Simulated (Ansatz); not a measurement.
**CH3F2In: up Jacob's ladder to CCSD(T)**

One table from this session's results is given with a row withheld; the runs are named, their logs left out.

Program: Ansatz 0.2.0, Gaussian basis. Level of theory: functionals in def2-TZVPP, the program's frozen cores in correlated methods. These are calculated values, not measurements.

Levels to be run: LDA (SPW92), PBE-D4, revPBE-D4, BLYP-D4, r2SCAN-D4, B97M-V, PBE0-D4, B3LYP-D4, r2SCANh-D4, r2SCAN0-D4, HSE06-D4, BHLYP-D4, CAM-B3LYP-D4, LC-ωPBE, ωB97X-V, ωB97M-V, B2PLYP, PBE-QIDH; CCSD(T)/def2-SVP; CCSD(T)/def2-TZVPP; MP2/def2-QZVPP; extrapolation to the limit; RPA on PBE.

1 further run of the same task is left out (for a known fault of the program).

## Structure used throughout

An earlier PBE0-D4 in a triple-zeta def2 set relaxation fixed the geometry. In takes the def2 core potential; no spin-orbit term is included.

7 atoms, charge 0, spin multiplicity 1.

Atoms are counted from 1 here; the program's logs count them from 0.

Bond lengths: C1–In2 2.117 Å, C1–H5 1.088 Å, C1–H6 1.089 Å, C1–H7 1.089 Å, In2–F3 1.943 Å, In2–F4 1.943 Å. Angles: In2–C1–H5 109.2°, In2–C1–H6 108.9°, In2–C1–H7 108.7°, H5–C1–H6 110.5°, H5–C1–H7 110.1°, H6–C1–H7 109.4°, C1–In2–F3 126.8°, C1–In2–F4 126.7°, F3–In2–F4 106.5°.

Set-up of the first run:

in.yaml

```yaml
crystal:
  periodic: [false, false, false]
  atoms:
    - {symbol: C, position_ang: [-0.408385, 0.953294, -0.328210]}
    - {symbol: In, position_ang: [0.381511, -0.903314, 0.311110]}
    - {symbol: F, position_ang: [1.933075, -1.179293, 1.447470]}
    - {symbol: F, position_ang: [-0.303135, -2.668562, -0.124770]}
    - {symbol: H, position_ang: [-1.376271, 0.788593, -0.797049]}
    - {symbol: H, position_ang: [-0.509304, 1.610158, 0.534346]}
    - {symbol: H, position_ang: [0.282510, 1.399115, -1.042899]}
basis:
  gaussian: {orbitals: def2-TZVPP}
hamiltonian: {xc: lda}
output: {orbitals: {seedname: orbitals}}
```

Run with:

```
> ansatz run in.yaml --threads 4 --pin off --events-out ev --progress --plain --max-ram 10444MiB
```

Among the steps run: LDA; PBE-D4 (GGA); revPBE-D4 (GGA); BLYP-D4 (GGA); r2SCAN-D4 (meta-GGA); B97M-V (meta-GGA); PBE0-D4 (hybrid); B3LYP-D4 (hybrid); r2SCANh-D4 (hybrid); r2SCAN0-D4 (hybrid); HSE06-D4 (hybrid); BHLYP-D4 (hybrid); CAM-B3LYP-D4 (range-separated); LC-ωPBE (range-separated); ωB97X-V (range-separated); ωB97M-V (range-separated); B2PLYP (double hybrid); PBE-QIDH (double hybrid).

One table of the session follows, with a row left open; its other results are not shown here.

It belongs to the step «Frontier levels by functional». 

```
  functional  HOMO (eV)  LUMO (eV)  gap (eV)
 LDA (SPW92)      -8.00      -2.89      5.11
      PBE-D4      -7.73      -2.58      5.15
   revPBE-D4      -7.64      -2.45      5.18
     BLYP-D4          ?          ?         ?
   r2SCAN-D4      -8.07      -2.30      5.76
      B97M-V      -8.11      -2.50      5.61
     PBE0-D4      -9.23      -1.68      7.55
    B3LYP-D4      -9.00      -2.05      6.95
  r2SCANh-D4      -8.63      -1.98      6.65
  r2SCAN0-D4      -9.45      -1.51      7.94
    HSE06-D4      -8.82      -2.05      6.77
    BHLYP-D4     -10.50      -0.90      9.60
CAM-B3LYP-D4     -10.62      -0.80      9.82
     LC-ωPBE     -11.90       0.58     12.48
     ωB97X-V     -11.55       0.38     11.93
     ωB97M-V     -11.47       0.14     11.61
```

Estimate the missing values for BLYP-D4.

Worked estimate for «HOMO (eV)». Against the share of exact exchange, B3LYP-D4 (0.2, -9.00), BHLYP-D4 (0.5, -10.50) give a slope of -5.00 per unit share; at 0 the line stands at -8.00.

As computed: HOMO (eV): -7.64; LUMO (eV): -2.59; gap (eV): 5.05. In «HOMO (eV)» the line misses by -0.36.
